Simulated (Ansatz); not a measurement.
# C2H4Br2 (1,2-dibromoethane) at PBE/def2-SVP

Aim: the vertical singlet–triplet gap of C2H4Br2 (1,2-dibromoethane) at PBE/def2-SVP, from 2 runs. 

Program for the calculation: Ansatz 0.2.0.

39 further runs of the same task are left out: 39 set aside as unsound or not needed.

## 1. The structure to begin with

The species is C2H4Br2 (8 atoms), meant as a singlet with charge 0. As SMILES, `BrCCBr`. The coordinates come from a PBE0-D4/def2-TZVP relaxation. This is a higher conformer, about 8 kJ/mol above the lowest found by a separate search.

Bond lengths: Br1–C2 1.938 Å, C2–C3 1.501 Å, C3–Br4 1.938 Å, C2–H5 1.091 Å, C2–H6 1.088 Å, C3–H7 1.088 Å, C3–H8 1.090 Å. Some angles: Br1–C2–C3 113.0°, C2–C3–Br4 113.0°, Br1–C2–H5 105.8°, Br1–C2–H6 106.6°, C3–C2–H5 109.6°, C3–C2–H6 112.0°, C2–C3–H7 112.0°, C2–C3–H8 109.6°, Br4–C3–H7 106.6°, Br4–C3–H8 105.8°.

## 2. The energy at PBE/def2-SVP

molecule.yaml

```yaml
crystal:
  periodic: [false, false, false]
  atoms:
    - {symbol: Br, position_ang: [-2.136900, 0.202700, -0.670800]}
    - {symbol: C, position_ang: [-0.454500, 0.602500, 0.204400]}
    - {symbol: C, position_ang: [0.638500, -0.358800, -0.161400]}
    - {symbol: Br, position_ang: [0.347400, -2.139200, 0.546800]}
    - {symbol: H, position_ang: [-0.182100, 1.607400, -0.119900]}
    - {symbol: H, position_ang: [-0.654000, 0.606100, 1.273700]}
    - {symbol: H, position_ang: [0.743700, -0.466600, -1.238600]}
    - {symbol: H, position_ang: [1.582700, -0.019600, 0.265800]}
basis:
  gaussian: {orbitals: def2-SVP}
hamiltonian: {xc: pbe}
accuracy: high
output: {orbitals: {seedname: orbitals}}
```

Command:

```bash
$ ansatz run molecule.yaml --threads 1 --pin off --max-ram 3480MiB --events-out events.jsonl --progress --plain --runs-dir runs
```

Log:

```text
Warning: RAYON_NUM_THREADS=1 ignored (pool sized by the plan → 1); use --threads N
Functional definition: PBE
  name "PBE"
  parameter kappa = 0.804
  parameter beta = 0.06672455060314922
  exchange = pbe_x(kappa = kappa, mu = beta*pi^2/3)
  correlation = pbe_c(beta = beta)
2355 factors; integrals over basis functions are off by at most 8.0e-9 eV
mean field evaluation 1: about -142181.8719 eV, gradient 5.5e1 eV
mean field evaluation 2: about -142162.9237 eV, gradient 9.6e1 eV
mean field evaluation 4: about -142189.3983 eV, gradient 3.4e0 eV
mean field evaluation 8: about -142189.4325 eV, gradient 4.7e-2 eV
mean field evaluation 16: about -142189.4326 eV, gradient 2.1e-6 eV
mean field -142189.43255299 eV, -5225.3652668633 hartree, gradient 1.2e-8 eV, S^2 0.000000; 0 other end points of the search recorded, 0 dependent functions left out
reference -142189.43255569 eV, -5225.3652669626 hartree; 43, 43 occupied and 69, 69 virtual orbitals, 2355 factors
Total energy: -142189.43255569 eV, -5225.3652669626 hartree
```

It took 11 s on 1 thread of Intel Xeon Platinum 8259CL at 2.50GHz (Skylake/Cascade Lake), shared host; peak memory 0.32 GiB.

## 3. The triplet, same level

input.yaml

```yaml
basis:
  gaussian:
    orbitals: def2-SVP
crystal:
  periodic: [false, false, false]
  atoms:
    - {symbol: Br, position_ang: [-2.136900, 0.202700, -0.670800]}
    - {symbol: C, position_ang: [-0.454500, 0.602500, 0.204400]}
    - {symbol: C, position_ang: [0.638500, -0.358800, -0.161400]}
    - {symbol: Br, position_ang: [0.347400, -2.139200, 0.546800]}
    - {symbol: H, position_ang: [-0.182100, 1.607400, -0.119900]}
    - {symbol: H, position_ang: [-0.654000, 0.606100, 1.273700]}
    - {symbol: H, position_ang: [0.743700, -0.466600, -1.238600]}
    - {symbol: H, position_ang: [1.582700, -0.019600, 0.265800]}
magnetization:
  spin_polarized: true
  initial_magnetization: 2
hamiltonian:
  xc: {name: PBE}
accuracy: high
output: {orbitals: {seedname: orbitals}}
```

Command:

```bash
$ ansatz run input.yaml --threads 1 --pin off --max-ram 3480MiB --events-out events.jsonl --progress --plain --runs-dir runs
```

Log:

```text
Warning: RAYON_NUM_THREADS=1 ignored (pool sized by the plan → 1); use --threads N
Functional definition: PBE
  name "PBE"
  parameter kappa = 0.804
  parameter beta = 0.06672455060314922
  exchange = pbe_x(kappa = kappa, mu = beta*pi^2/3)
  correlation = pbe_c(beta = beta)
2355 factors; integrals over basis functions are off by at most 8.0e-9 eV
mean field evaluation 1: about -142173.7179 eV, gradient 4.5e1 eV
mean field evaluation 2: about -142131.1494 eV, gradient 9.1e1 eV
mean field evaluation 4: about -142183.4763 eV, gradient 8.4e0 eV
mean field evaluation 8: about -142184.1263 eV, gradient 3.0e-1 eV
mean field evaluation 16: about -142184.1293 eV, gradient 2.5e-5 eV
mean field evaluation 32: about -142180.9055 eV, gradient 7.1e0 eV
mean field evaluation 64: about -142183.1739 eV, gradient 7.4e-2 eV
mean field -142184.12927723 eV, -5225.1703750741 hartree, gradient 4.5e-8 eV, S^2 2.001187; 10 other end points of the search recorded, 0 dependent functions left out
reference -142184.12928010 eV, -5225.1703751795 hartree; 44, 42 occupied and 68, 70 virtual orbitals, 2355 factors
Total energy: -142184.12928010 eV, -5225.1703751795 hartree
```

Wall time 47 s (1 thread of Intel Xeon Platinum 8259CL at 2.50GHz (Skylake/Cascade Lake), shared host); peak memory 0.42 GiB.

## 4. Outcome

At PBE/def2-SVP:

```
                                        quantity           value
                           singlet: total energy  -5225.36527 Eh
                            singlet: HOMO energy        -6.38 eV
                            singlet: LUMO energy        -1.14 eV
                          singlet: HOMO–LUMO gap         5.24 eV
                           triplet: total energy  -5225.17038 Eh
     triplet: HOMO energy (highest over α and β)        -1.29 eV
                                   triplet: ⟨S²⟩           2.001
vertical energy of the triplet above the singlet        5.303 eV
```

**Reading.** At this shape the triplet lies 5.30 eV (512 kJ/mol) above the singlet.
